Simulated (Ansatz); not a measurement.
**C2H3Al2Cl: small, medium and large basis sets**

The task here is to estimate one member of a computed series from the others.

The runs use Ansatz 0.2.0, Gaussian basis; one geometry, several basis sets.

Levels to be run: PBE0-D4/def2-SVP; ωB97M-V/def2-SVP; PBE0-D4/def2-QZVPP; ωB97M-V/def2-QZVPP; the functionals' def2-TZVPP values are taken from earlier runs.

## The relaxed structure

An earlier PBE0-D4 in a triple-zeta def2 set relaxation fixed the geometry.

SMILES `C#[C][Al]([AlH2])[Cl]`, 8 atoms, charge 0, spin multiplicity 1.

Atoms are counted from 1 here; the program's logs count them from 0.

Bond lengths: C1–C2 1.211 Å, C1–H6 1.067 Å, C2–Al3 1.904 Å, Al3–Al4 2.588 Å, Al3–Cl5 2.107 Å, Al4–H7 1.589 Å, Al4–H8 1.590 Å. Angles: C2–C1–H6 179.5°, C1–C2–Al3 176.1°, C2–Al3–Al4 125.0°, C2–Al3–Cl5 115.0°, Al4–Al3–Cl5 120.0°, Al3–Al4–H7 120.8°, Al3–Al4–H8 120.8°, H7–Al4–H8 118.4°.

The first run:

The input, in.yaml:

```yaml
crystal:
  periodic: [false, false, false]
  atoms:
    - {symbol: C, position_ang: [0.270508, 1.559865, 2.333356]}
    - {symbol: C, position_ang: [0.230706, 1.215545, 1.172725]}
    - {symbol: Al, position_ang: [0.141854, 0.554874, -0.610931]}
    - {symbol: Al, position_ang: [-0.343150, -1.903045, -1.261264]}
    - {symbol: Cl, position_ang: [0.475403, 1.995515, -2.111630]}
    - {symbol: H, position_ang: [0.307681, 1.872063, 3.352907]}
    - {symbol: H, position_ang: [-0.407987, -2.342771, -2.786982]}
    - {symbol: H, position_ang: [-0.582816, -3.009146, -0.144080]}
basis:
  gaussian: {orbitals: def2-SVP}
hamiltonian: {xc: pbe0, dispersion: d4}
output: {orbitals: {seedname: orbitals}}
```

The run is started by

```console
ansatz run in.yaml --threads 2 --pin off --events-out ev --progress --plain --max-ram 4352MiB
```

Among the steps run: PBE0-D4 in def2-SVP; ωB97M-V in def2-SVP; PBE0-D4 in def2-QZVPP; ωB97M-V in def2-QZVPP.

One of the session's tables, all rows but one given; the rest of the session is left out.

It belongs to the step «Density functionals: the series». 

| functional | basis | HOMO (eV) | LUMO (eV) |
| --- | --- | --- | --- |
| PBE0-D4 | def2-SVP | -7.34 | -2.91 |
| PBE0-D4 | def2-TZVPP | -7.40 | -2.96 |
| PBE0-D4 | def2-QZVPP | ? | ? |
| ωB97M-V | def2-SVP | -9.23 | -1.18 |
| ωB97M-V | def2-TZVPP | -9.31 | -1.27 |
| ωB97M-V | def2-QZVPP | -9.34 | -1.32 |

**Question.** Estimate the row for PBE0-D4, def2-QZVPP.

As computed: HOMO (eV): -7.41; LUMO (eV): -2.97. In the column «HOMO (eV)» it lies between ωB97M-V, def2-SVP (-9.23) and PBE0-D4, def2-TZVPP (-7.40).
